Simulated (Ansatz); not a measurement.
**RuC5: one candidate of a structure search**

The task: take a trial cell of RuC5 to zero force and stress.

Program: Ansatz 0.2.0. Level of theory: DFT PBE, scalar-relativistic, plane waves, PAW. These are calculated values, not measurements.

2 further runs of the same task are left out: 1 that didn't finish, 1 set aside as unsound or not needed.

**1. The system as given**

The structure is hexagonal, space group P6/mmm (No. 191). The conventional cell has a = 4.805 Å, b = 4.805 Å, c = 4.649 Å, α = 90.00°, β = 90.00°, γ = 120.00°. Ru (site symmetry 6/mmm) is surrounded by 6 C at 2.40 Å. C (site symmetry mmm) has 2 C at 1.39 Å as nearest neighbours. C (site symmetry -6m2) is surrounded by 3 C at 1.39 Å.

Coordinates:

```
CELL_PARAMETERS angstrom
4.80454 0.00000 0.00000
-2.40227 4.16085 0.00000
0.00000 0.00000 4.64949
ATOMIC_POSITIONS crystal
Ru 0.00000 0.00000 0.00000
C 0.50000 0.00000 0.00000
C 0.00000 0.50000 0.00000
C 0.50000 0.50000 0.00000
C 0.33333 0.66667 0.00000
C 0.66667 0.33333 0.00000
```

The cell is invented: random cell by space group and Wyckoff sites (P6/mmm, No. 191). Lengths come from tabulated atomic sizes and are only a guess.

**2. A first look at the guess**

The input, input.yaml:

```yaml
crystal:
  lattice:
    - [4.80453988, 0.0, 0.0]
    - [-2.40226994, 4.16085359, 0.0]
    - [0.0, 0.0, 4.64948889]
  atoms:
    - { symbol: Ru, position: [0.0, 0.0, 0.0] }
    - { symbol: C, position: [0.5, 0.0, 0.0] }
    - { symbol: C, position: [0.0, 0.5, 0.0] }
    - { symbol: C, position: [0.5, 0.5, 0.0] }
    - { symbol: C, position: [0.33333333, 0.66666667, 0.0] }
    - { symbol: C, position: [0.66666667, 0.33333333, 0.0] }
basis:
  ecutwfc: 420
kpoints:
  mp_grid: { grid: [6, 6, 4] }
hamiltonian:
  xc: pbe
scf:
  occupations: { method: gaussian, width: 0.1 }
  lower_state_search: "off"
output:
  forces: true
  stress: true
  eigenvalues: true
```

On the command line:

```
$ ansatz run input.yaml --threads 1 --pin off --max-ram 2560MiB --backend cpu --events-out ev --progress --plain --runs-dir out
```

The session goes on with these runs: a loose first relaxation; another rough relaxation; spin check on a coarse mesh; full relaxation.

What does the calculation give? Wanted: conventional cell; volume; energy over the elements; gap on the mesh; total moment.

**Answer**, as computed:

| quantity | value |
| --- | --- |
| symmetry at the end (tolerance 0.05 Å) | space group P6/mmm (No. 191) |
| conventional cell | a = 4.799 Å, b = 4.799 Å, c = 2.817 Å, α = 90.00°, β = 90.00°, γ = 120.00° |
| volume | 9.37 Å³/atom |
| energy over the elements | +1.51 eV/atom |
| gap on the mesh | none (metal) |
| total moment | 0.33 μB/cell |

The space group P6/mmm (No. 191) is kept, and the volume per atom shrinks by 39.5 % from the first guess. The formation energy is positive, so the separate elements lie lower. No finished test with a distortion of lower symmetry is shown, so the end may be a saddle point. Other magnetic orders were not searched.
